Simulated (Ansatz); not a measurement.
# BHCl₂ + HF + HF: a complex and its separated parts

The complex below is one end of an elementary step. How strongly is it bound against its free parts?

The runs use Ansatz 0.2.0, Gaussian basis; PBE0-D4/def2-TZVP structures, single points in def2-TZVPP, no counterpoise correction.

Levels: SPW92, PBE-D4, BLYP-D4, r2SCAN-D4, B97M-V, PBE0-D4, B3LYP-D4, r2SCAN0-D4, BHLYP-D4, CAM-B3LYP-D4, wB97X-V, wB97M-V, B2PLYP, PBE-QIDH, RPA on PBE, Hartree-Fock, MP2, CCSD, CCSD(T).

Correlated methods freeze the cores. B3LYP uses VWN-RPA correlation. B2PLYP carries no dispersion term here.

113 further runs of the same task are left out: 113 set aside as unsound or not needed. Runs told in other sessions of the task aren't counted.

**1. Where the work starts**

The complex: 8 atoms, charge 0, spin multiplicity 1.

Atoms are counted from 1 here; the program's logs count them from 0.

Bond lengths: B1–H2 1.183 Å, B1–Cl3 1.771 Å, B1–Cl4 1.723 Å, H5–F6 0.937 Å, H7–F8 0.938 Å. Angles: H2–B1–Cl3 118.4°, H2–B1–Cl4 121.9°, Cl3–B1–Cl4 119.1°.

As a file:

```mol
BCl2F2H3
  3D, bonds by distance, orders not assigned

  8  5  0  0  0  0  0  0  0  0999 V2000
   -0.3501    0.8148   -0.9821 B   0  0
    0.5671    1.4220   -0.5470 H   0  0
   -0.0770   -0.8468   -1.5314 Cl  0  0
   -1.8688    1.5645   -1.3005 Cl  0  0
    0.0175   -0.3623    1.5854 H   0  0
   -0.6957    0.2290    1.4470 F   0  0
    1.1126   -1.4125    0.2043 H   0  0
    1.2944   -1.4086    1.1242 F   0  0
  1  2  8  0
  1  3  8  0
  1  4  8  0
  5  6  8  0
  7  8  8  0
M  END
```

Its parts: BHCl₂ holds atoms 1, 2, 3, 4; HF holds atoms 5, 6; HF holds atoms 7, 8. Each part counts its atoms afresh in its own runs.

**2. Relaxing BHCl₂ alone**

Input file relax-a/in.yaml:

```yaml
crystal:
  periodic: [false, false, false]
  atoms:
    - {symbol: B, position_ang: [-0.350146, 0.814762, -0.982098]}
    - {symbol: H, position_ang: [0.567050, 1.421988, -0.546977]}
    - {symbol: Cl, position_ang: [-0.077036, -0.846779, -1.531354]}
    - {symbol: Cl, position_ang: [-1.868769, 1.564545, -1.300519]}
basis:
  gaussian: {orbitals: def2-TZVP}
hamiltonian: {xc: pbe0, dispersion: d4}
relax: {f_tol: 0.005, max_steps: 200}
```

Launch:

```sh
$ ansatz run in.yaml --threads 4 --pin off --events-out ev --progress --plain --max-ram 9574MiB
```

The runs that follow: Relaxing HF alone; Relaxing HF alone; SPW92/def2-TZVPP; PBE-D4/def2-TZVPP; BLYP-D4/def2-TZVPP; r2SCAN-D4/def2-TZVPP; B97M-V/def2-TZVPP; PBE0-D4/def2-TZVPP; B3LYP-D4/def2-TZVPP; r2SCAN0-D4/def2-TZVPP; BHLYP-D4/def2-TZVPP; CAM-B3LYP-D4/def2-TZVPP; wB97X-V/def2-TZVPP; wB97M-V/def2-TZVPP; B2PLYP/def2-TZVPP; PBE-QIDH/def2-TZVPP; RPA on PBE/def2-TZVPP; CCSD(T)/def2-TZVPP; Vibrations of BHCl₂; Vibrations of HF; Vibrations of HF.

**Question.** What will these runs give? Wanted: complex less parts, CCSD(T)/def2-TZVPP; with zero-point energy; largest T1 diagnostic.

The runs gave:

| quantity | value |
| --- | --- |
| complex less parts, CCSD(T)/def2-TZVPP | -9.9 kcal/mol |
| with zero-point energy | -6.5 kcal/mol |
| largest T1 diagnostic | 0.012 |

**Reading.** At CCSD(T) the complex lies 9.9 kcal/mol below its parts. B2PLYP is the best functional here (0.0 kcal/mol from CCSD(T)); SPW92 is the worst (-11.2 kcal/mol). Mean unsigned error by rung: LDA 11.2, GGA 2.9, meta-GGA 2.8, hybrid 1.8, range-separated hybrid 2.5, double hybrid 0.1 kcal/mol. The double hybrids carry no dispersion term here, unlike the levels marked D4 or V. PBE-D4 gives a relative energy 3.5 kcal/mol too low, outside chemical accuracy (1 kcal/mol). No counterpoise was applied, and triple zeta lacks some correlation, so the CCSD(T) reference has a basis error of its own, and close matches with it are partly luck.
